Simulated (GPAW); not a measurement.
The system is Ti3Se.

```
Se Ti
1.0
     3.19745    0.00000    0.00000
    -1.59872    2.76907    0.00000
     0.00000    0.00000    7.94275
Se Ti
1 3
Direct
  0.00000 0.00000 0.00000
  0.66667 0.33333 0.50000
  0.33333 0.66667 0.77290
  0.33333 0.66667 0.22710
```

The cell comes from a database or a generator and needn't be the stable form of this composition.

Base run:

- Program: GPAW 26.7.0
- Functional: PBEsol
- Potentials or basis: PAW data sets generated in the run's folder for this functional
- Cutoff: 600 eV
- Basis: pw
- k mesh: 7 × 7 × 3
- Occupations: fermi-dirac, width 0.05 eV
- Spin: no spin polarisation
- Hubbard terms: Ti d U = 6 eV

Its results: pressure 2.3 GPa; largest force 0.245 eV/Å.

Q: The run is repeated on the same cell with these changes: hubbard terms from Ti d U = 6 eV to Ti d U = 2 eV. What comes out?

A: Pressure -2.5 GPa; largest force 0.152 eV/Å.

Caveats: U without spin polarisation on a metal has little footing.

Not every run made on this cell is shown here.
